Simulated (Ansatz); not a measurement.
# Ti (P6/mmm): cell relaxations under several functionals, by script

A script is to give cell relaxations under several functionals; the system is Ti (P6/mmm).

Computed with the Python package of Ansatz 0.2.0. The levels of theory stand in the script.

## Step 1: Starting point

Symmetry: P6/mmm, No. 191, hexagonal system. The conventional cell has a = 4.600 Å, b = 4.600 Å, c = 2.820 Å, α = 90.00°, β = 90.00°, γ = 120.00°. Around Ti (site symmetry 6/mmm) lie 14 Ti at 2.82 to 3.01 Å. Around Ti (site symmetry -6m2) lie 11 Ti at 2.66 to 3.01 Å.

Input file ti.extxyz:

```xyz
3
Lattice="4.6 0.0 0.0 -2.3 3.98371686 0.0 0.0 0.0 2.82" Properties=species:S:1:pos:R:3 pbc="T T T"
Ti    0.00000000    0.00000000    0.00000000
Ti   -0.00000000    2.65581124    1.41000000
Ti    2.30000000    1.32790562    1.41000000
```

## Step 2: Script

Input file lattice_ti.py:

```python
"""How the lattice of Ti depends on the functional."""

import ansatz as az
import numpy as np

def edges_and_angles(cell):
    cell = np.asarray(cell)
    a, b, c = np.linalg.norm(cell, axis=1)
    cosines = cell[1] @ cell[2] / (b * c), cell[0] @ cell[2] / (a * c), cell[0] @ cell[1] / (a * b)
    return (a, b, c, *np.degrees(np.arccos(cosines)))

system = az.Crystal.from_extxyz("ti.extxyz")

setup = system.calculation()
setup = setup.basis(510).kpoints(density=4.1)
setup = setup.occupations("cold").relax(cell=True, force_tolerance=0.01)

levels = [("pbesol", "none"), ("lda", "none"), ("r2scan", "rvv10"), ("r2scan", "none")]
print("level            a       b       c    alpha   beta  gamma  V/atom  steps")
for name, dispersion in levels:
    seen = []
    run = setup.functional(name, dispersion=dispersion).session().plan()
    result = run.execute(on_event=lambda e: seen.append(e) if e["event"] == "relax_step" else None)
    cell = result.lattice.cell_ang
    label = name if dispersion == "none" else f"{name}+{dispersion}"
    print("{:13s} {:7.4f} {:7.4f} {:7.4f} {:6.2f} {:6.2f} {:6.2f}".format(label, *edges_and_angles(cell)), f"{abs(np.linalg.det(cell)) / len(result.lattice.sites):7.3f} {len(seen):5d}")
```

## Step 3: The input behind the calls

The engine receives this input (first run):

```yaml
crystal:
  lattice:
    - [4.6, 0.0, 0.0]
    - [-2.3, 3.98371686, 0.0]
    - [0.0, 0.0, 2.82]
  atoms:
    - { symbol: Ti, position: [0.0, 0.0, 0.0] }
    - { symbol: Ti, position: [0.3333333333333333, 0.6666666666666666, 0.5] }
    - { symbol: Ti, position: [0.6666666666666666, 0.3333333333333333, 0.5] }
basis:
  ecutwfc: 510.0
kpoints:
  mp_grid:
    kspacing: 0.24390243902439027
hamiltonian:
  xc: pbesol
  dispersion: none
scf:
  occupations:
    method: cold
relax:
  f_tol: 0.01
  cell: {}
```

## Step 4: Running it

The run is started by

```
python lattice_ti.py
```

Standard output:

```text
level            a       b       c    alpha   beta  gamma  V/atom  steps
pbesol         4.5147  4.5147  2.7979  90.00  90.00 120.00  16.463     5
lda            4.4501  4.4501  2.7705  90.00  90.00 120.00  15.838     6
r2scan+rvv10   4.5557  4.5557  2.8162  90.00  90.00 120.00  16.873     5
r2scan         4.5684  4.5684  2.8234  90.00  90.00 120.00  17.010     5
```

Run time: 2.2 min. Hardware: 1 thread of Arm Neoverse V2, shared host; peak memory 0.66 GiB.

## Step 5: What each run gave

One row for each of the 4 runs:

| run | functional | dispersion | energy (eV/atom) | final volume (Å³/atom) | pressure (GPa) | SCF cycles in all | CPU time (s) |
| --- | --- | --- | --- | --- | --- | --- | --- |
| 1 | pbesol | none | -2473.9124 | 16.46 | -0.02 | 26 | 17 |
| 2 | lda | none | -2450.3273 | 15.84 | 0.00 | 29 | 20 |
| 3 | r2scan | rvv10 | -2503.6618 | 16.87 | -0.01 | 36 | 54 |
| 4 | r2scan | none | -2504.3873 | 17.01 | 0.00 | 34 | 39 |

Energies are free energies F = E - TS of the smeared occupations. Totals hang on method, basis and potentials, so only like runs compare.

## Step 6: The relaxation of run 1, step by step

Relaxation path:

```csv
step,E - E(step 1) (eV/cell),largest force component (eV/Å),pressure (GPa),volume (Å³)
1,0.0000,0.0000,-4.98,51.68
2,-0.0106,0.0000,4.99,47.51
3,-0.0391,0.0000,-0.25,49.49
4,-0.0392,0.0000,-0.01,49.39
5,-0.0390,0.0000,-0.02,49.39
```

Step 1 is the start. Step 5 repeats the geometry before it on a plane-wave basis chosen anew for that cell, so its energy need not be comparable with the rows above.

|  | before | after | change |
| --- | --- | --- | --- |
| a (Å) | 4.600 | 4.515 | -1.9 % |
| b (Å) | 4.600 | 4.515 | -1.9 % |
| c (Å) | 2.820 | 2.798 | -0.8 % |
| volume (Å³/atom) | 17.23 | 16.46 | -4.4 % |
| shortest distance (Å) | 2.656 | 2.607 | -1.9 % |
| space group (0.01 Å) | P6/mmm | P6/mmm | same |

Forces and stress were held to the start's 24 operations: a distortion of lower symmetry was not tested.

## Step 7: How the relaxation of run 4 went

Step by step:

```
step  energy from step 1 (eV/cell)  largest force component (eV/Å)  pressure (GPa)  volume (Å³)
   1                        0.0000                          0.0000           -1.42        51.68
   2                       -0.0028                          0.0000            1.24        50.51
   3                       -0.0046                          0.0000           -0.04        51.05
   4                       -0.0046                          0.0000            0.00        51.03
   5                       -0.0043                          0.0000            0.00        51.03
```

Step 1 is the start. Step 5 repeats the geometry before it on a plane-wave basis chosen anew for that cell, so its energy need not be comparable with the rows above.

|  | before | after | change |
| --- | --- | --- | --- |
| a (Å) | 4.600 | 4.568 | -0.7 % |
| b (Å) | 4.600 | 4.568 | -0.7 % |
| c (Å) | 2.820 | 2.823 | +0.1 % |
| volume (Å³/atom) | 17.23 | 17.01 | -1.3 % |
| shortest distance (Å) | 2.656 | 2.638 | -0.7 % |
| space group (0.01 Å) | P6/mmm | P6/mmm | same |

Forces and stress were held to the start's 24 operations: a distortion of lower symmetry was not tested.

## Step 8: Results

| quantity | value |
| --- | --- |
| runs compared | 4 |
| relaxed volume | 15.84 (lda) to 17.01 Å³/atom (r2scan) |

From smallest to largest: LDA (15.84 Å³ an atom, -8.1 % against the start), PBEsol (16.46 Å³ an atom, -4.4 % against the start), r2SCAN+RVV10 (16.87 Å³ an atom, -2.0 % against the start) and r2SCAN (17.01 Å³ an atom, -1.3 % against the start). The spread is 7.4 % in volume. In run 1, over 3 moves the cell shrank by 4.4 % in volume, and the space group stayed P6/mmm. In run 4, over 3 moves the cell shrank by 1.3 % in volume, and the space group stayed P6/mmm. No spin polarisation was allowed. Forces vanish by symmetry, so the ions can't move, and the end may be a saddle. The mesh is modest for a metal, so energies can be off by several to tens of meV an atom and pressures by half a GPa or more; differences at equal mesh fare better. This isn't the structure that Ti takes at ambient conditions.
